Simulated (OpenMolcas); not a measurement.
# Ag⁴⁺: CASSCF and CASPT2 terms and fine-structure levels

Wanted: the level scheme of Ag⁴⁺ from active-space wave functions, then second-order correlation under several settings.

Program: OpenMolcas 26.06. Level of theory: state-averaged CASSCF and CASPT2, spin-orbit coupling by RASSI with atomic mean-field integrals. These are calculated values, not measurements, unless marked.

## 1. What is computed

| Quantity | Value |
| --- | --- |
| Species | Ag⁴⁺ (silver, Z = 47, 43 electrons) |
| Basis | ANO-RCC-VQZP [8s7p5d3f2g1h], 104 functions |
| Scalar Hamiltonian | DKH2, point nucleus |
| Inactive shells | 1s 2s 2p 3s 3p 3d 4s 4p |
| Active space | 7 electrons in 5 orbitals (4d) |
| Some configurations of this space | 4d⁷ |
| Orbitals | optimised for each spin and parity, averaged over all roots |

Outer shells as boxes (Hund's rule):

4d7
```
4d [↑↓][↑↓][↑ ][↑ ][↑ ]
```

Each step is its own input file, run in one work folder so that later steps find the files of earlier ones. Labels, J, g values, rates, χT and fits are worked out afterwards by a script from the matrices that RASSI stores.

## 2. GATEWAY and SEWARD: basis and integrals

The input, a.inp:

```
&GATEWAY
Coord
1

Ag 0.0 0.0 0.0
Basis=ANO-RCC-VQZP
Group=XYZ
NoMove
AngMom=0.0 0.0 0.0
AMFI
&SEWARD
```

Launch:

```console
$ OMP_NUM_THREADS=1 MOLCAS_MEM=1689 MOLCAS_PROJECT=a pymolcas a.inp > a.log
```

## 3. CASSCF: quartets of even parity, 10 roots

The input, a.inp:

```
&RASSCF
FileOrb=start.orb
Symmetry=1
Spin=4
nActEl=7 0 0
Inactive=9 9
Ras2=5 0
CIRoot=10 10 1
SDav=10
CIMx=300
Iter=120 100
PrWF=0.3
OrbListing=Nothing
MaxOrb=0
Atom
>>> COPY $Project.JobIph JOB001
```

start.orb holds the contracted functions of the basis, ordered by shell, or the orbitals of the step before.

## 4. CASSCF: doublets of even parity, 40 roots

The input, a.inp:

```
&RASSCF
FileOrb=start.orb
Symmetry=1
Spin=2
nActEl=7 0 0
Inactive=9 9
Ras2=5 0
CIRoot=40 40 1
SDav=40
CIMx=300
Iter=120 100
PrWF=0.3
OrbListing=Nothing
MaxOrb=0
Atom
>>> COPY $Project.JobIph JOB002
```

## 5. RASSI: spin-orbit coupling between the states

The input, a.inp:

```
&RASSI
NrOfJobIphs=2 10 40
1 2 3 4 5 6 7 8 9 10
1 2 3 4 5 6 7 8 9 10 11 12 13 14 15 16 17 18 19 20 21 22 23 24 25 26 27
28 29 30 31 32 33 34 35 36 37 38 39 40
IphNames
JOB001
JOB002
EJob
SpinOrbit
DIPRint=1.0
SOCoupling=1000.0
Subsets=2
MEES
Property=10
'ANGMOM' 1 'ANGMOM' 2 'ANGMOM' 3 'MLTPL  1' 1 'MLTPL  1' 2 'MLTPL  1' 3
'AMFI' 1 'AMFI' 2 'AMFI' 3 'MLTPL  2' 6
SOProperty=3
'ANGMOM' 1 'ANGMOM' 2 'ANGMOM' 3
```

## 6. CASPT2: IPEA 0.25, imaginary shift 0.1 (closed shells correlated: 4s 4p)

The input, a.inp:

```
>>> COPY JOB001 $Project.JobIph
&CASPT2
Multistate=10 1 2 3 4 5 6 7 8 9 10
Frozen=8 6
IPEA=0.25
Imaginary=0.1
MaxIter=60
WThr=0.0 0.3 0.05
PrWF=0.5
NoMix
>>> COPY JOB002 $Project.JobIph
&CASPT2
Multistate=40 1 2 3 4 5 6 7 8 9 10 11 12 13 14 15 16 17 18 19 20 21 22
23 24 25 26 27 28 29 30 31 32 33 34 35 36 37 38 39 40
Frozen=8 6
IPEA=0.25
Imaginary=0.1
MaxIter=60
WThr=0.0 0.3 0.05
PrWF=0.5
NoMix
```

## 7. CASPT2: IPEA 0, imaginary shift 0.1 (closed shells correlated: 4s 4p)

a.inp, as its differences from that of step 6:

```diff
@@ -4,3 +4,3 @@
 Frozen=8 6
-IPEA=0.25
+IPEA=0.0
 Imaginary=0.1
@@ -15,3 +15,3 @@
 Frozen=8 6
-IPEA=0.25
+IPEA=0.0
 Imaginary=0.1
```

(Steps that only read results are left out.)

What does the calculation give? Wanted: lowest level; first excited level; lowest level of another term; spin-orbit lowering of the lowest level; strongest of the lines computed, by gA.

The runs gave:

| quantity | value |
| --- | --- |
| method | SS-CASPT2, IPEA 0.25, imaginary shift 0.1 (closed shells correlated: 4s 4p) |
| lowest level | 4d⁷ ⁴F_9/2, 96 % of that term, g = 1.326 |
| ground level listed by NIST | 4F9/2 |
| first excited level | 4d⁷ ⁴F_7/2 at 0.439 eV |
| lowest level of another term | 4d⁷ ⁴P_3/2 at 1.872 eV |
| spin-orbit lowering of the lowest level | 0.4631 eV |
| strongest of the lines computed, by gA (one parity, so forbidden lines), at CASSCF energies | 4d⁷ ²D_5/2(2) → 4d⁷ ²G_9/2, 208.4 nm, A = 1.92e+01 s⁻¹ |

Cost and accuracy by method:

| method | time of its own steps | time with the reference | mean absolute difference from the measured levels (cm-1) |
| --- | --- | --- | --- |
| A. CASSCF | 9.5 s | 9.5 s | 4200 |
| B. SS-CASPT2, IPEA 0.25, imaginary shift 0.1, +4s 4p | 18 s | 27 s | 590 |
| C. SS-CASPT2, IPEA 0, imaginary shift 0.1, +4s 4p | 18 s | 27 s | 400 |

Times are of one thread on a shared host.

In words: The multiplet ⁴F is inverted; its intervals divided by the larger J differ by 44 % of their mean, where Landé's rule for pure LS coupling makes them equal. Second-order correlation (method B) scales the levels of the lowest configuration above 5000 cm⁻¹ by 0.82 to 1.00. Method C lies closest to the measured levels (400 cm⁻¹ on average) and A farthest (4200). Only the configurations of the active space and the roots asked for are present. Measured levels are paired by their LS label, which is uncertain where the leading share is low. CASPT2 does not keep the components of a term degenerate, and the means are used. Only valence configurations of the active space appear, up to the ionisation limit; * or ° marks odd parity.
